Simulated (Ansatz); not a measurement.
Write a Python script for Ansatz 0.2.0 through its Python package that makes an atomisation energy of CH3NSeTe, SMILES N=C([SeH])[TeH]. Level of theory (for the species named): r2SCAN, def2-SVP basis, multiplicity 1.

```yaml
atoms:
  - { symbol: N, position_ang: [-1.1734, -0.7856, 0.5226] }
  - { symbol: C, position_ang: [-0.0200, -0.5066, 0.1444] }
  - { symbol: Se, position_ang: [1.3476, -0.4298, 1.4437] }
  - { symbol: Te, position_ang: [0.5243, -0.1728, -1.9028] }
  - { symbol: H, position_ang: [-1.9824, -0.7884, -0.1979] }
  - { symbol: H, position_ang: [1.1538, 1.0937, 1.6338] }
  - { symbol: H, position_ang: [0.2113, 1.5215, -1.6897] }
```

`tae_ch3nsete.py`
```python
"""Atomisation energy of CH3NSeTe at the given geometry."""

from collections import Counter

import ansatz
from ase import Atoms


def total_energy(molecule, charge=0, unpaired=0):
    calc = molecule.calculation().basis(gaussian="def2-SVP").functional("r2scan")
    if charge:
        calc = calc.charge(charge)
    if unpaired:
        calc = calc.spin("collinear", total=unpaired)
    return calc.run(threads=1, pin="off").report["free_energy_ev"]

atoms = Atoms(["N", "C", "Se", "Te", "H", "H", "H"], positions=[
    [-1.1734, -0.7856, 0.5226],
    [-0.02, -0.5066, 0.1444],
    [1.3476, -0.4298, 1.4437],
    [0.5243, -0.1728, -1.9028],
    [-1.9824, -0.7884, -0.1979],
    [1.1538, 1.0937, 1.6338],
    [0.2113, 1.5215, -1.6897],
])
mol = ansatz.Crystal.molecule_from_ase(atoms)

# unpaired electrons of the ground-state atoms
unpaired = {"N": 3, "C": 2, "Se": 2, "Te": 2, "H": 1}
counts = Counter(site.symbol for site in mol.cartesian_sites)
atom_energy = {s: total_energy(ansatz.Crystal.molecule().atom(s, (0, 0, 0)), 0, unpaired[s]) for s in counts}
whole = total_energy(mol, 0, 0)
for s, e in atom_energy.items():
    print(f"{s:2s} x{counts[s]}  {e:14.5f} eV")
print(f"CH3NSeTe: {whole:.5f} eV")
split = sum(counts[s] * e for s, e in atom_energy.items()) - whole
print(f"atomisation energy (no zero-point term): {96.485332 * split:.1f} kJ/mol, {split / sum(counts.values()):.3f} eV an atom")
```

Running `python tae_ch3nsete.py` prints:
```text
N  x1     -1483.43974 eV
C  x1     -1028.24726 eV
Se x1    -65339.65554 eV
Te x1     -7294.80548 eV
H  x3       -13.58417 eV
CH3NSeTe: -75208.20733 eV
atomisation energy (no zero-point term): 2055.8 kJ/mol, 3.044 eV an atom
```

2055.8 kJ/mol from the electronic energies, without the zero-point term.

Caveats:
- Total energies depend on the basis set; only differences at equal settings carry meaning.
- The geometry is a force-field or estimated start, not a minimum of this method, and the basis set is short of its limit. All parts are taken at fixed geometry, without zero-point energy.
- def2 sets replace the cores of elements past krypton by effective core potentials.
- The spin-orbit lowering of heavy atoms is left out.
- It ran for 12 s on 1 thread of Arm Neoverse V2, with other jobs on the host, peak memory 0.23 GiB.
